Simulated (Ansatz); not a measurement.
HfGe in Ansatz: the effect of strain

Crystal: HfGe.

```
Hf Ge
1.0
     3.09088    0.00000    0.00000
     0.00000    3.09088    0.00000
     0.00000    0.00000    4.10843
Hf Ge
1 1
Direct
  0.50000 0.50000 0.00000
  0.00000 0.00000 0.00000
```

The cell was built by a generator and needn't be a form met in nature.

The cell isn't the ideal one: strained by -4 %.

Alike in all runs:

* Program: Ansatz 0.2.0
* Task: single point
* Functional: PBE
* Potentials or basis: Ansatz PAW
* Cutoff: 420 eV (not typed: the program's choice for these potentials)
* k mesh: 8 × 8 × 7
* Occupations: fermi-dirac, width 0.05 eV
* Spin: no spin polarisation

```csv
strain,pressure (GPa)
-0.04,?
-0.02,75.7
-0.01,68.1
```

Task: What does the run with strain -0.04 give?

Result: Pressure 92.9 GPa.

Caveats: the cell as given lies far from equilibrium.
